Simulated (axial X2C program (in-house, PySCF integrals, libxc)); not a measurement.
# ZnSi⁺: from the state search to constants

Aim: find the lowest determinant of ZnSi⁺, scan the bond at several levels and fit the constants, once spin-free and once with spin–orbit coupling.

Method: all-electron X2C, Zn dyall-cv3z, Si dyall-v3z; program: an in-house X2C program for linear molecules on PySCF integrals.

All values are calculated.

## 1. Set-up

The input, task.json:

```json
{"zs": [30, 14], "q": 1, "bas": ["dyall-cv3z", "dyall-v3z"], "levels": ["PBE0", "HF", "B97-3"], "cc": true, "r0": 2.34, "thr": -2.0, "nmax": 90, "npts": 10, "nst": 2, "ntry": 6}
```

Keys: zs atomic numbers; q charge; bas basis sets; levels methods (HF also brings MP2); cc coupled cluster on or off; r0 starting distance in Å; thr threshold in hartree for freezing inner shells (an s shell follows its p shell); nmax most natural virtual spinors; npts points asked for on the curve; nst determinants followed; ntry starts of the search.

The run is started by

```sh
$ python so2c.py task.json out
```

Spin-free means the one-electron spin-free X2C Hamiltonian; two-component (2c) means X2C with spin–orbit coupling and atomic mean-field two-electron Coulomb and Gaunt terms. Basis: Zn dyall-cv3z contracted to [9s10p6d3f2g], Si dyall-v3z contracted to [8s7p2d1f]; Gaussian nuclei, density fitting. Masses: Zn 63.929 u, Si 27.977 u.

Notation: σ, π±, δ± give the projection m of an orbital's angular momentum (0, ±1, ±2), α and β its spin, Λ and M_S the sums; ω is the projection of a spinor's total angular momentum and Ω the sum. Logs are in hartree.

The results follow Hamiltonian by Hamiltonian and level by level.

## 2. State search with PBE0

PBE0 moves the distance from 2.340 Å to 2.519 Å and compares determinants there.

Spin-free determinants:

```csv
ΔE (eV),state,open shells
0.00,"M_S = 1/2, Λ = 1",beyond closed shells: π+α
1.24,"M_S = 1/2, Λ = 0",beyond closed shells: σα
1.85,"M_S = 3/2, Λ = 0","beyond closed shells: σα, π+α, π-α"
2.23,"M_S = 3/2, Λ = 1","beyond closed shells: 2 × σα, π+α"
2.37,"M_S = 1/2, Λ = 0","beyond closed shells: σβ, π+α, π-α"
2.65,"M_S = 1/2, Λ = 1","beyond closed shells: 2 × σα, π+β"
2.98,"M_S = 1/2, Λ = 2","beyond closed shells: σα, π+α, π+β"
```

Two-component determinants:

```json
{"ΔE (eV)": "0.00", "state": "Ω = 1/2", "open shells": "excess of +ω over −ω: ω = 1/2"}
{"ΔE (eV)": "0.02", "state": "Ω = 3/2", "open shells": "excess of +ω over −ω: ω = 3/2"}
{"ΔE (eV)": "2.25", "state": "Ω = 5/2", "open shells": "excess of +ω over −ω: 2 × ω = 1/2, ω = 3/2"}
{"ΔE (eV)": "2.38", "state": "Ω = 1/2", "open shells": "excess of +ω over −ω: 2 × ω = -1/2, ω = 3/2"}
{"ΔE (eV)": "2.65", "state": "Ω = 3/2", "open shells": "excess of +ω over −ω: 3 × ω = 1/2"}
```

## 3. PBE0, spin-free

State followed: M_S = 1/2, Λ = 1 (beyond closed shells: π+α). The scan is laid around 2.519 Å, a first estimate of the minimum, and this SCF restarts from the orbitals of the search.

The SCF at the reference distance of 2.519 Å:

```text
spin-free X2C-1e  PBE0
basis functions 154  fitting functions 864  grid points 5084
iter        total energy     max residual
   1      -2085.347663775     4.93e-06
   2      -2085.347663775     6.09e-06
converged
one-electron -3070.83475609  Coulomb 989.63389868  exact exchange -22.63516636  xc functional -69.74285421  nuclear repulsion 88.23121421
```

Along the bond, energies from the lowest point:

```csv
R (Å),E (eV),μ (D),HOMO (eV),LUMO (eV),iterations
2.192,0.3254,0.47,-11.75,-9.73,11
2.292,0.1315,0.67,-11.64,-9.61,12
2.368,0.0503,0.83,-11.57,-9.53,12
2.443,0.0097,1.02,-11.51,-9.46,12
2.519,0.0000,1.22,-11.47,-9.41,2
2.607,0.0177,1.47,-11.43,-9.36,12
2.695,0.0577,1.74,-11.41,-9.33,12
2.809,0.1315,2.11,-11.40,-9.30,12
2.947,0.2414,2.59,-11.41,-9.29,12
3.149,0.4167,3.32,-11.45,-9.31,12
```

Dipoles are positive if Si is the positive end and refer to the centre of mass.

Outer orbitals at the reference distance:

```csv
symmetry,occupied,ε (eV),atomic character
σα,yes,-20.43,"83% Zn d, 13% Si s"
σβ,yes,-20.32,"94% Zn d, 4% Si s"
π+α,yes,-20.15,100% Zn d
π+β,yes,-20.12,100% Zn d
π-β,yes,-20.12,100% Zn d
π-α,yes,-20.12,100% Zn d
δ-β,yes,-20.10,100% Zn d
δ+β,yes,-20.10,100% Zn d
δ+α,yes,-20.09,100% Zn d
δ-α,yes,-20.09,100% Zn d
σα,yes,-18.89,"65% Si s, 18% Zn d, 8% Zn s"
σβ,yes,-17.87,"71% Si s, 12% Zn s, 9% Zn p"
σα,yes,-13.37,"47% Zn s, 39% Si p, 9% Si s"
σβ,yes,-13.13,"50% Zn s, 35% Si p, 11% Si s"
π+α,yes,-11.47,"91% Si p, 7% Zn p"
π-α,no,-9.41,"89% Si p, 9% Zn p"
σα,no,-8.55,"37% Si p, 31% Zn p, 28% Zn s"
σβ,no,-8.39,"40% Si p, 34% Zn p, 23% Zn s"
π+β,no,-8.37,"83% Si p, 15% Zn p"
```

PBE0 fields in the half plane through the axis: z from -2.4 to 4.8 Å across, distance from the axis 0.15 to 2.25 Å upwards; Zn lies at z = 0 and Si at z = 2.519 Å; the ELF is damped to zero where the density is low.

log10 density (e/bohr³). Ten even steps from ' ' (-5.06 ) to '@' (1.37 ):
```
    ......::::::::::::::::::::::----::::::::....  
  ....::::::------------------------------::::....
  ..::::--------======----==============----::::..
....::----======================++++======----::..
..::::--====++++++++++++==++++++++++++++====--::::
..::----==++++******++++++++++++****++++++==----::
..::--====++**##%%##**++++++++**####**++++====--::
::::--====++##%%@@%%##**++++**##@@@@##**++====--::
```

ELF. Ten even steps from '0' (0.00 ) to '9' (0.93 ):
```
0000000011000001122100000
0000012233210013455431000
0000123334432235788764100
0001222223443357899986300
0012221112345568899998620
0012111222236774227999730
0011112675226740430799851
0111114838426815892399851
```

Re = 2.509 Å, ωe = 242.3 cm⁻¹, ωexe = 1.23 cm⁻¹, Be = 0.1376 cm⁻¹, De = 1.75 eV, μ = 1.19 D.

## 4. HF, spin-free

The SCF at the reference distance of 2.519 Å:

```text
spin-free X2C-1e  HF
basis functions 154  fitting functions 864  grid points 5084
iter        total energy     max residual
   1      -2083.510308648     1.55e-01
   2      -2083.536952868     1.54e-02
   3      -2083.537546714     1.99e-02
   4      -2083.539301888     1.43e-03
   5      -2083.539414661     1.07e-03
   6      -2083.539501564     8.74e-04
   7      -2083.539568237     9.06e-04
   8      -2083.539444223     8.17e-04
   9      -2083.539007221     4.76e-04
  10      -2083.538932461     3.72e-04
  11      -2083.538891750     1.09e-04
  12      -2083.538885565     1.25e-04
  13      -2083.538885447     2.65e-05
  14      -2083.538885457     1.62e-05
  15      -2083.538885460     1.28e-06
  16      -2083.538885459     4.65e-07
converged
one-electron -3071.74860857  Coulomb 990.69106138  exact exchange -90.71255248  xc functional 0.00000000  nuclear repulsion 88.23121421
```

On the way the iterations pass 0.019 eV below the final energy, so this may not be the lowest solution of its occupation.

Re = 2.638 Å, ωe = 211.3 cm⁻¹, ωexe = 1.14 cm⁻¹, Be = 0.1245 cm⁻¹, De = 1.14 eV, μ = 0.63 D.

## 5. B97-3, spin-free

Output at 2.519 Å:

```text
spin-free X2C-1e  B97-3
basis functions 154  fitting functions 864  grid points 5084
iter        total energy     max residual
   1      -2085.518247212     2.13e-02
   2      -2085.518603133     6.17e-03
   3      -2085.518429483     8.95e-03
   4      -2085.518764881     2.61e-04
   5      -2085.518766057     1.90e-04
   6      -2085.518766902     7.18e-05
   7      -2085.518766972     9.05e-06
   8      -2085.518766976     2.45e-06
   9      -2085.518766977     1.21e-06
converged
one-electron -3071.01263182  Coulomb 989.82423732  exact exchange -24.38533285  xc functional -68.17625383  nuclear repulsion 88.23121421
```

Re = 2.553 Å, ωe = 228.9 cm⁻¹, ωexe = 1.12 cm⁻¹, Be = 0.1329 cm⁻¹, De = 1.63 eV, μ = 1.36 D.

## 6. MP2 and beyond, spin-free

Correlated methods: 15 electrons correlated (frozen shells, counted by type: Zn 3 s, 2 p; Si 2 s, 1 p), 219 virtual spinors in MP2, 90 natural virtuals in coupled cluster.

Output of the correlated part at 2.519 Å:

```text
correlated 15  virtual 219  natural virtual 90  E(MP2) -0.583678278  MP2 remainder -0.060511922
iter   CCSD correlation   residual
   1     -0.476143455   1.81e-01
   2     -0.497517875   7.92e-02
   3     -0.500435687   3.77e-02
   4     -0.500115791   1.52e-02
   5     -0.500520206   8.74e-03
   6     -0.500733627   4.71e-03
   7     -0.500707789   2.52e-03
   8     -0.500728362   1.03e-03
   9     -0.500747694   5.10e-04
  10     -0.500743739   2.77e-04
  11     -0.500745033   1.48e-04
  12     -0.500744100   6.95e-05
  13     -0.500743001   3.13e-05
  14     -0.500742734   1.46e-05
  15     -0.500742580   8.27e-06
  16     -0.500742423   5.29e-06
  17     -0.500742353   3.37e-06
  18     -0.500742325   1.97e-06
  19     -0.500742282   1.10e-06
  20     -0.500742280   6.21e-07
(T) -0.015575542  T1 0.0349  D1 0.1134  max T2 0.159
```

T1 in the output is the amplitude norm over the root of the electron number; divide by √2 for the Lee–Taylor value.

MP2: Re = 2.513 Å, ωe = 251.7 cm⁻¹, Be = 0.1372 cm⁻¹, De = 1.51 eV.

CCSD: Re = 2.542 Å, ωe = 236.1 cm⁻¹, Be = 0.1341 cm⁻¹, De = 1.58 eV. T1 at Re = 0.024 (Lee–Taylor, the printed value over √2).

CCSD(T): Re = 2.529 Å, ωe = 239.0 cm⁻¹, Be = 0.1355 cm⁻¹, De = 1.57 eV. T1 at Re = 0.025 (Lee–Taylor, the printed value over √2).

## 7. A higher determinant, spin-free

State: M_S = 1/2, Λ = 0 (beyond closed shells: σα).

Output at the reference distance:

```text
spin-free X2C-1e  PBE0
basis functions 154  fitting functions 864  grid points 5084
iter        total energy     max residual
   1      -2085.302197569     8.03e-06
   2      -2085.302197572     7.80e-06
   3      -2085.302197572     3.76e-06
converged
one-electron -3071.31195519  Coulomb 990.16603787  exact exchange -22.63876275  xc functional -69.74873171  nuclear repulsion 88.23121421
```

```csv
R (Å),E above the lowest PBE0 point (eV)
2.192,2.004
2.292,1.658
2.368,1.473
2.443,1.336
2.519,1.237
2.607,1.159
2.695,1.112
2.809,1.084
2.947,1.085
```

No constants are quoted: too few points lie around the minimum for a second fit to confirm the first.

## 8. The spin-free curves together

Energy (eV) of the followed determinant, spin-free, from each level's lowest point:

```csv
R (Å),PBE0,HF,MP2,CCSD,CCSD(T),B97-3
2.192,0.325,n/a,n/a,n/a,n/a,0.393
2.292,0.132,n/a,n/a,n/a,n/a,0.176
2.368,0.050,0.164,0.070,0.077,0.067,0.079
2.443,0.010,0.076,0.013,0.021,0.017,0.024
2.519,0.000,0.025,0.000,0.000,0.000,0.000
2.607,0.018,0.000,0.016,0.007,0.011,0.003
2.695,0.058,0.003,0.056,0.037,0.046,0.030
2.809,0.132,0.036,0.129,0.101,0.114,0.089
2.947,0.241,0.105,0.238,n/a,n/a,0.183
3.149,0.417,0.234,0.412,n/a,n/a,0.341
```

## 9. PBE0, 2c

State followed: Ω = 1/2 (excess of +ω over −ω: ω = 1/2). The scan is laid around 2.519 Å, a first estimate of the minimum, and this SCF restarts from the orbitals of the search.

Output at 2.519 Å:

```text
two-component X2C + atomic mean field  PBE0
basis functions 154  fitting functions 864  grid points 5084
iter        total energy     max residual
   1      -2084.770352182     3.82e-06
   2      -2084.770352183     2.22e-06
converged
one-electron -3069.36295575  Coulomb 989.32119727  exact exchange -22.62818789  xc functional -69.72107899  nuclear repulsion 88.23121421  atomic mean-field constant -0.61054103
```

Along the bond, energies from the lowest point:

```csv
R (Å),E (eV),μ (D),HOMO (eV),LUMO (eV),iterations
2.192,0.3240,0.48,-11.76,-9.71,11
2.292,0.1308,0.67,-11.65,-9.59,12
2.368,0.0499,0.84,-11.58,-9.51,12
2.443,0.0095,1.02,-11.52,-9.45,12
2.519,0.0000,1.22,-11.48,-9.40,2
2.607,0.0178,1.47,-11.44,-9.35,12
2.695,0.0579,1.74,-11.42,-9.31,12
2.809,0.1317,2.11,-11.41,-9.29,12
2.947,0.2415,2.59,-11.42,-9.28,12
3.149,0.4167,3.33,-11.46,-9.30,12
```

Dipoles are positive if Si is the positive end and refer to the centre of mass.

Outer spinors at the reference distance:

```
   ω  occupied  ε (eV)              atomic character     λ mixture
-1/2       yes  -20.51            87% Zn d, 10% Si s  81% σ, 19% π
 1/2       yes  -20.44             96% Zn d, 3% Si s  66% σ, 34% π
-3/2       yes  -20.31                     100% Zn d  77% δ, 23% π
 3/2       yes  -20.31                     100% Zn d  77% δ, 23% π
-1/2       yes  -20.13             95% Zn d, 4% Si s  81% π, 19% σ
 1/2       yes  -20.11                      97% Zn d  66% π, 34% σ
 3/2       yes  -19.99                     100% Zn d  77% π, 23% δ
-3/2       yes  -19.99                     100% Zn d  77% π, 23% δ
 5/2       yes  -19.97                     100% Zn d        100% δ
-5/2       yes  -19.96                     100% Zn d        100% δ
-1/2       yes  -18.89   65% Si s, 19% Zn d, 8% Zn s        100% σ
 1/2       yes  -17.86   71% Si s, 12% Zn s, 9% Zn p        100% σ
-1/2       yes  -13.37   47% Zn s, 39% Si p, 9% Si s        100% σ
 1/2       yes  -13.13  50% Zn s, 35% Si p, 11% Si s        100% σ
 1/2       yes  -11.48             91% Si p, 7% Zn p        100% π
-3/2        no   -9.40             89% Si p, 9% Zn p        100% π
-1/2        no   -8.55  37% Si p, 31% Zn p, 28% Zn s        100% σ
 1/2        no   -8.39  40% Si p, 34% Zn p, 23% Zn s        100% σ
-1/2        no   -8.38            83% Si p, 15% Zn p        100% π
```

PBE0 fields in the half plane through the axis: z from -2.4 to 4.8 Å across, distance from the axis 0.15 to 2.25 Å upwards; Zn lies at z = 0 and Si at z = 2.519 Å; the ELF is damped to zero where the density is low.

log10 density (e/bohr³). Ten even steps from '0' (-5.06 ) to '9' (1.37 ):
```
0011122222222222332222110
0112223333333333333332211
0122333344433444444433221
1123344444444444554443321
1223445555554555555544322
1233455666555555665554332
1234456787655556776554432
2234457898765567997654432
```

ELF. Ten even steps from '0' (0.00 ) to '9' (0.93 ):
```
0000000011000001122100000
0000012333210013455431000
0000123334432235788764100
0001222223443357899986300
0012221112345568899998620
0012111222236774227999730
0011112675226740430799851
0111114838426815892399851
```

Re = 2.509 Å, ωe = 242.2 cm⁻¹, ωexe = 1.23 cm⁻¹, Be = 0.1376 cm⁻¹, De = 1.76 eV, μ = 1.19 D.

## 10. HF, 2c

Output at 2.519 Å:

```text
two-component X2C + atomic mean field  HF
basis functions 154  fitting functions 864  grid points 5084
iter        total energy     max residual
   1      -2082.933836855     1.55e-01
   2      -2082.960477495     1.55e-02
   3      -2082.961073340     1.99e-02
   4      -2082.962824228     1.43e-03
   5      -2082.962936687     1.06e-03
   6      -2082.963023169     8.72e-04
   7      -2082.963089607     9.04e-04
   8      -2082.962967162     8.15e-04
   9      -2082.962532027     4.77e-04
  10      -2082.962456021     3.72e-04
  11      -2082.962414880     1.11e-04
  12      -2082.962408509     1.27e-04
  13      -2082.962408450     3.40e-05
  14      -2082.962408543     2.75e-05
  15      -2082.962408648     2.55e-05
  16      -2082.962408698     6.55e-06
  17      -2082.962408707     2.34e-06
  18      -2082.962408707     1.30e-06
converged
one-electron -3070.27601395  Coulomb 990.37756048  exact exchange -90.68462841  xc functional 0.00000000  nuclear repulsion 88.23121421  atomic mean-field constant -0.61054103
```

On the way the iterations pass 0.019 eV below the final energy, so this may not be the lowest solution of its occupation.

Re = 2.639 Å, ωe = 211.0 cm⁻¹, ωexe = 1.14 cm⁻¹, Be = 0.1244 cm⁻¹, De = 1.15 eV, μ = 0.63 D.

## 11. B97-3, 2c

The SCF at the reference distance of 2.519 Å:

```text
two-component X2C + atomic mean field  B97-3
basis functions 154  fitting functions 864  grid points 5084
iter        total energy     max residual
   1      -2084.941088952     2.15e-02
   2      -2084.941443739     6.19e-03
   3      -2084.941270098     8.97e-03
   4      -2084.941606127     2.60e-04
   5      -2084.941607296     1.89e-04
   6      -2084.941608133     7.16e-05
   7      -2084.941608203     9.04e-06
   8      -2084.941608208     2.49e-06
   9      -2084.941608208     1.26e-06
converged
one-electron -3069.54121762  Coulomb 989.51193573  exact exchange -24.37781957  xc functional -68.15517994  nuclear repulsion 88.23121421  atomic mean-field constant -0.61054103
```

Re = 2.553 Å, ωe = 228.8 cm⁻¹, ωexe = 1.12 cm⁻¹, Be = 0.1329 cm⁻¹, De = 1.64 eV, μ = 1.36 D.

## 12. Correlated methods, 2c

Correlated methods: 15 electrons correlated (frozen shells, counted by type: Zn 3 s, 2 p; Si 2 s, 1 p), 219 virtual spinors in MP2, 90 natural virtuals in coupled cluster.

Output of the correlated part at 2.519 Å:

```text
correlated 15  virtual 219  natural virtual 90  E(MP2) -0.583451775  MP2 remainder -0.060674722
iter   CCSD correlation   residual
   1     -0.475849072   1.81e-01
   2     -0.497191715   7.91e-02
   3     -0.500105585   3.76e-02
   4     -0.499787525   1.52e-02
   5     -0.500192645   8.75e-03
   6     -0.500406743   4.72e-03
   7     -0.500381166   2.52e-03
   8     -0.500401818   1.03e-03
   9     -0.500421121   5.09e-04
  10     -0.500417168   2.76e-04
  11     -0.500418423   1.47e-04
  12     -0.500417496   6.94e-05
  13     -0.500416404   3.15e-05
  14     -0.500416135   1.51e-05
  15     -0.500415980   8.87e-06
  16     -0.500415818   5.90e-06
  17     -0.500415746   3.87e-06
  18     -0.500415721   2.33e-06
  19     -0.500415676   1.36e-06
  20     -0.500415678   8.08e-07
(T) -0.015558229  T1 0.0349  D1 0.1136  max T2 0.158
```

MP2: Re = 2.513 Å, ωe = 251.9 cm⁻¹, Be = 0.1372 cm⁻¹, De = 1.52 eV.

CCSD: Re = 2.542 Å, ωe = 236.6 cm⁻¹, Be = 0.134 cm⁻¹, De = 1.59 eV. T1 at Re = 0.024 (Lee–Taylor, the printed value over √2).

CCSD(T): Re = 2.529 Å, ωe = 239.3 cm⁻¹, Be = 0.1354 cm⁻¹, De = 1.58 eV. T1 at Re = 0.025 (Lee–Taylor, the printed value over √2).

## 13. A higher determinant, 2c

State: Ω = 3/2 (excess of +ω over −ω: ω = 3/2).

Output at the reference distance:

```text
two-component X2C + atomic mean field  PBE0
basis functions 154  fitting functions 864  grid points 5084
iter        total energy     max residual
   1      -2084.769450972     2.28e-06
   2      -2084.769450973     1.43e-06
converged
one-electron -3069.35470718  Coulomb 989.31370554  exact exchange -22.62817567  xc functional -69.72094684  nuclear repulsion 88.23121421  atomic mean-field constant -0.61054103
```

```csv
R (Å),E above the lowest PBE0 point (eV)
2.192,0.354
2.292,0.159
2.368,0.076
2.443,0.035
2.519,0.025
2.607,0.042
2.695,0.081
2.809,0.155
2.947,0.264
```

Re = 2.511 Å, ωe = 242.2 cm⁻¹, ωexe = 1.23 cm⁻¹, Be = 0.1374 cm⁻¹, μ = 1.19 D. Te = 0.02 eV.

## 14. The 2c curves together

Energy (eV) of the followed determinant, 2c, from each level's lowest point:

```csv
R (Å),PBE0,HF,MP2,CCSD,CCSD(T),B97-3
2.192,0.324,n/a,n/a,n/a,n/a,0.392
2.292,0.131,n/a,n/a,n/a,n/a,0.176
2.368,0.050,0.164,0.070,0.078,0.067,0.079
2.443,0.010,0.076,0.013,0.021,0.017,0.023
2.519,0.000,0.025,0.000,0.000,0.000,0.000
2.607,0.018,0.000,0.016,0.006,0.011,0.003
2.695,0.058,0.003,0.056,0.037,0.045,0.030
2.809,0.132,0.036,0.129,0.101,0.114,0.089
2.947,0.242,0.105,0.237,n/a,n/a,0.183
3.149,0.417,0.233,0.412,n/a,n/a,0.341
```

The whole job took 3.3 min on 1 thread of Arm Neoverse V1, shared host.

## 15. Constants

Lowest determinant that the search found at its distance, spin-free: M_S = 1/2, Λ = 1 (beyond closed shells: π+α).

Lowest determinant that the search found at its distance, 2c: Ω = 1/2 (excess of +ω over −ω: ω = 1/2).

```csv
Hamiltonian,level,Re (Å),ωe (cm⁻¹),De (eV),μ (D)
spin-free,PBE0,2.509,242.3,1.75,1.19
spin-free,HF,2.638,211.3,1.14,0.63
spin-free,MP2,2.513,251.7,1.51,n/a
spin-free,CCSD,2.542,236.1,1.58,n/a
spin-free,CCSD(T),2.529,239.0,1.57,n/a
spin-free,B97-3,2.553,228.9,1.63,1.36
2c,PBE0,2.509,242.2,1.76,1.19
2c,HF,2.639,211.0,1.15,0.63
2c,MP2,2.513,251.9,1.52,n/a
2c,CCSD,2.542,236.6,1.59,n/a
2c,CCSD(T),2.529,239.3,1.58,n/a
2c,B97-3,2.553,228.8,1.64,1.36
```

Dipoles are positive if Si is the positive end and refer to the centre of mass.

Time per point (s) on 1 thread of Arm Neoverse V1, shared host (2c runs; CCSD comes with the CCSD(T) run); the times are rough: PBE0 0.46, HF 1, MP2 1.6, CCSD(T) 12, B97-3 0.46.

In words: At CCSD(T), going from spin-free to two-component changes Re by 0 mÅ, ωe by +0.1 %, which is small (part of it comes from the scalar share of the two-electron terms). De moves by +0.01 eV; both De rest on single-determinant atoms, which can miss part of an open shell's spin–orbit lowering.

De refers to Zn + Si+, each in the lowest determinant found, which need not be this curve's own limit. Each curve is one determinant whose occupation by symmetry is held fixed; it was picked as the lowest of a PBE0 search that is not exhaustive. Dissociation energies refer to the lowest single-determinant-based atoms at the same level and basis. Density functionals use the spin component along the axis (collinear). CCSD and (T) use frozen natural virtuals with an MP2 correction for the truncation. Some points did not converge and are left out. T1 at Re is 0.025 (Lee–Taylor), above the customary mark of 0.02.
